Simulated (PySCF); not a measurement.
Runs of PySCF 2.14.0 on Cl2C. The cell holds a molecule in a box, 3 atoms: a = 12.000 Å, b = 11.000 Å, c = 11.000 Å, α = 90.00°, β = 90.00°, γ = 90.00°. 

| task | level | frozen core bands | conv_tol | grid for exchange and correlation | exxdiv | three-body dispersion term | gap on the mesh (eV) |
| --- | --- | --- | --- | --- | --- | --- | --- |
| CCSD(T) correlation energy | HF | 11 | 1e-08 Ha | - | ewald | - | 12.13 |
| atomic charges | r2SCAN0+D3(BJ) | - | 1e-07 Ha | Becke, atom-centred | ewald | no | 4.63 |
| atomic charges | SCAN0 | - | 1e-07 Ha | Becke, atom-centred | ewald | - | 4.62 |
| atomic charges | SCAN+D3(BJ) | - | 1e-07 Ha | Becke, atom-centred | - | no | (a) |

Alike in all rows: potentials or basis pob-tzvp-rev2 (all-electron); no spin polarisation; cell as given; k mesh 1 × 1 × 1; smearing fixed.

Fill in the values left out.

(a) 2.36.

Caveats: this is a molecule in a periodic box at the Γ point, so its band gap is the HOMO-LUMO gap; the basis of atomic orbitals isn't converged, which shifts pressures, moduli and gaps; the basis is small and the box finite, so much correlation energy is missing and levels can be off by tenths of an eV (some runs).

A k mesh can miss the band edges.

Not every run made on this cell is shown here.
